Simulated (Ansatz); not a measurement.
# Al2O3: the cost of one run

Method: DFT LDA+D3(BJ), scalar-relativistic, plane waves, PAW, in Ansatz 0.2.0.

16 further runs of the same task are left out: 16 set aside as unsound or not needed.

## Step 1: Starting point

Symmetry: P-6m2, No. 187, hexagonal system. The conventional cell has a = 2.822 Å, b = 2.822 Å, c = 6.940 Å, α = 90.00°, β = 90.00°, γ = 120.00°. Al (site symmetry 3m) is surrounded by 6 O at 1.76 to 2.12 Å. Around O (site symmetry 3m) lie 3 Al at 1.76 Å. Around O (site symmetry -6m2) lie 6 Al at 2.12 Å.

Structure file:

```cif
data_structure
_symmetry_space_group_name_H-M 'P-6m2'
_symmetry_Int_Tables_number 187
_cell_length_a 2.8217
_cell_length_b 2.8217
_cell_length_c 6.9395
_cell_angle_alpha 90.000
_cell_angle_beta 90.000
_cell_angle_gamma 120.000
_cell_volume 47.85
loop_
_atom_site_label
_atom_site_type_symbol
_atom_site_symmetry_multiplicity
_atom_site_Wyckoff_symbol
_atom_site_fract_x
_atom_site_fract_y
_atom_site_fract_z
_atom_site_occupancy
Al1 Al 2 g 0.00000 0.00000 0.19655 1
O1 O 2 h 0.33333 0.66667 0.29317 1
O2 O 1 e 0.66667 0.33333 0.00000 1
```

It goes back to an entry of the Materials Project, which need not be the stable form.

It is the result of an earlier relaxation at this level (volume 9.57 Å³/atom; gap on the mesh: 4.79 eV).

## Step 2: Plan of the line

Atoms count from 1 in the order of the input.

The energy is mapped over a free internal coordinate and the cell.

- shift of O3 along [0 0 1], its symmetry partners moved as symmetry demands (measured in the relaxed cell): 7 values from −0.15 to 0.15 Å
- volume per atom at fixed shape: 7 values from 8.805 to 10.336 Å³

Nothing else is relaxed (all other coordinates fixed). Energies count from the relaxed crystal. Points are written as (first, second).

## Step 3: The run at (0.05 Å, 9.060 Å³)

The input, input.yaml:

```yaml
crystal:
  lattice:
    - [2.7706674819, 0.0, 0.0]
    - [-1.385333741, 2.3994684248, 0.0]
    - [0.0, 0.0, 6.8139470605]
  atoms:
    - { symbol: Al, position: [0.0, 0.0, 0.1965477898] }
    - { symbol: Al, position: [0.0, 0.0, 0.8034522102] }
    - { symbol: O, position: [0.3333333333, 0.6666666667, 0.3003706389] }
    - { symbol: O, position: [0.6666666667, 0.3333333333, 0.0] }
    - { symbol: O, position: [0.3333333333, 0.6666666667, 0.6996293611] }
basis:
  ecutwfc: 520.0
kpoints:
  mp_grid: { grid: [9, 9, 4] }
hamiltonian:
  xc: lda
  pseudopotentials: { kind: paw, azcp: { folder: soft_1 } }
  dispersion: d3bj
scf:
  occupations: { method: gaussian, width: 0.05 }
output:
  forces: true
  stress: true
  eigenvalues: true
```

Command:

```
> ansatz run input.yaml --threads 1 --pin off --max-ram 2048MiB --backend cpu --events-out ev --progress --plain --runs-dir out
```

What time and memory should one allow on 1 thread of Arm Neoverse N1, shared host?

About 7.4 s, with a peak of 0.31 GiB.
